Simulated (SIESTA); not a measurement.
SnAu (Yuanjiangite) under changes of volume

One of the cells (22.654 Å³/atom); the others are scaled copies at fixed shape and fractional positions:

```
Au Sn
1.0
     4.34257    0.00000    0.00000
    -2.17129    3.76078    0.00000
     0.00000    0.00000    5.54850
Au Sn
2 2
Direct
  0.00000 0.00000 0.50000
  0.00000 0.00000 0.00000
  0.66667 0.33333 0.75000
  0.33333 0.66667 0.25000
```

- Program: SIESTA 5.4.2
- Functional: PBEsol
- Potentials or basis: PseudoDojo 0.4 standard (PBEsol files)
- Basis: DZP (energy shift 0.003 Ry; two zetas on semicore shells)
- Grid cutoff: 800 Ry
- Energy shift: 0.003 Ry
- k mesh: 7 × 7 × 5
- Occupations: fermi-dirac, width 0.05 eV
- Spin: no spin polarisation

| volume (Å³/atom) | energy over the lowest point (meV/atom) | pressure (GPa) |
| --- | --- | --- |
| 20.877 | ? | ? |
| 21.321 | 33.94 | 7.6 |
| 21.765 | 16.58 | 5.1 |
| 22.654 | 0.32 | 1.0 |
| 23.098 | 0.00 | -0.6 |
| 23.542 | 3.89 | -2.2 |

Problem. What does the run at 20.877 Å³/atom give?

Solution. Energy over the lowest point 58.44 meV/atom; pressure 10.4 GPa.

Worked out: A Birch-Murnaghan fit of order 3 (a polynomial in V^(-2/3)) to the other rows has its minimum at 22.91 Å³/atom with B0 = V·E''(V) = 85 GPa and B' = 6.1 at fixed shape and positions, which overstates the stiffness. It gives 58.69 meV/atom at 20.877 Å³/atom, against the run's 58.44, and -dE/dV = 10.4 GPa, against 10.4.

Energies are extrapolated to zero smearing.

Caveats: short orbitals over semicore shells can move pressures by several GPa; the basis of atomic orbitals isn't converged, which shifts pressures, moduli and gaps.
